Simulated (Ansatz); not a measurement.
**In3As in Ansatz: the effect of functional**

In3As:

```xyz
4
Lattice="4.6085 0.0000 0.0000 0.0000 4.6085 0.0000 0.0000 0.0000 4.6085" Properties=species:S:1:pos:R:3 pbc="T T T"
In    2.3043    2.3043    0.0000
In    2.3043    0.0000    2.3043
In    0.0000    2.3043    2.3043
As    0.0000    0.0000    0.0000
```

The cell comes from a database or a generator and needn't be the stable form of this composition.

The cell isn't the ideal one: volume scaled by 0.96.

Alike in all runs:

- Program: Ansatz 0.2.0
- Task: single point
- Potentials or basis: Ansatz PAW
- k mesh: 6 × 6 × 6
- Occupations: fermi-dirac, width 0.05 eV
- Spin: no spin polarisation

```csv
functional,cutoff,pressure (GPa)
LDA,420 eV (not typed: the program's choice for these potentials),-2.3
r2SCAN,500 eV (not typed: the program's choice for these potentials),0.9
PBE,420 eV (not typed: the program's choice for these potentials),?
```

Q: What does the run with functional PBE give?

A: Pressure 2.5 GPa.

Caveats: the PAW data sets come from PBE, with cores solved anew for the run's functional, which leaves a small shift of forces and pressure (some runs).
